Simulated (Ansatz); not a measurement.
# InSb3: a tetragonal deformation path

One table from this session's results is given with a row withheld; the runs are named, their logs left out.

Computed with Ansatz 0.2.0 (DFT PBE, scalar-relativistic, plane waves, PAW, unless a step's input says otherwise).

### The system as given

It takes space group Pm-3m (No. 221, cubic). The conventional cell has a = 4.806 Å, b = 4.806 Å, c = 4.806 Å, α = 90.00°, β = 90.00°, γ = 90.00°. In (site symmetry m-3m) is surrounded by 12 Sb at 3.40 Å. Sb (site symmetry 4/mmm) has 4 In at 3.40 Å and 8 Sb at 3.40 Å in its first shell of neighbours.

Structure file:

```
CELL_PARAMETERS angstrom
4.80637 0.00000 0.00000
0.00000 4.80637 0.00000
0.00000 0.00000 4.80637
ATOMIC_POSITIONS crystal
In 0.00000 0.00000 0.00000
Sb 0.50000 0.00000 0.50000
Sb 0.00000 0.50000 0.50000
Sb 0.50000 0.50000 0.00000
```

Source of the structure: the Materials Project (structure only).

The first run:

(A quick probe on a coarse mesh, which set the mesh and smearing, is not shown.)

File input.yaml:

```yaml
crystal:
  lattice:
    - [4.806367, 0.0, 0.0]
    - [0.0, 4.806367, 0.0]
    - [0.0, 0.0, 4.806367]
  atoms:
    - { symbol: In, position: [0.0, 0.0, 0.0] }
    - { symbol: Sb, position: [0.5, 0.0, 0.5] }
    - { symbol: Sb, position: [0.0, 0.5, 0.5] }
    - { symbol: Sb, position: [0.5, 0.5, 0.0] }
basis:
  ecutwfc: 420
kpoints:
  mp_grid: { grid: [10, 10, 10] }
hamiltonian:
  xc: pbe
scf:
  occupations: { method: gaussian, width: 0.1 }
output:
  forces: true
  stress: true
  eigenvalues: true
relax:
  adjacent_minimum: "off"
  f_tol: 0.005
  max_steps: 80
  cell: { stress_tol: 0.05 }
```

Started as:

```
$ ansatz run input.yaml --threads 1 --pin off --max-ram 2560MiB --backend cpu --events-out ev --progress --plain --runs-dir out
```

Among the steps run: The relaxation; The undisturbed cell; Point ρ = 0.707; Point ρ = 1.414; At ρ = 0.850; Point ρ = 1.200; ρ = 0.780; At ρ = 1.300; ρ = 0.920.

One of the session's tables, all rows but one given; the rest of the session is left out.

It belongs to the step «The scan collected». The scan, with free energies counted from the undisturbed cell:

| ρ | ΔE (meV/atom) | pressure (GPa) |
| --- | --- | --- |
| 0.707 | -22.0 | -1.0 |
| 0.780 | -14.5 | -0.6 |
| 0.850 | -4.3 | -0.3 |
| 0.920 | ? | ? |
| 1.000 | 0.0 | 0.0 |
| 1.200 | 5.0 | 0.2 |
| 1.300 | 17.0 | 0.8 |
| 1.414 | 48.6 | 2.0 |

Estimate the missing values for ρ = 0.920.

Worked estimate for «ΔE (meV/atom)». A straight line through the neighbours (0.850, -4.3) and (1.000, 0.0) gives -4.3 + (0.0 + 4.3) × (0.920 − 0.850) / (1.000 − 0.850) = -2.3; a parabola fitted to 4 rows on both sides gives -2.4.

As computed: ΔE (meV/atom): 0.7; pressure (GPa): 0.0. In «ΔE (meV/atom)» the line misses by -3.0 and the parabola by -3.1. Between these rows the values bend or scatter more than so simple an estimate can follow.
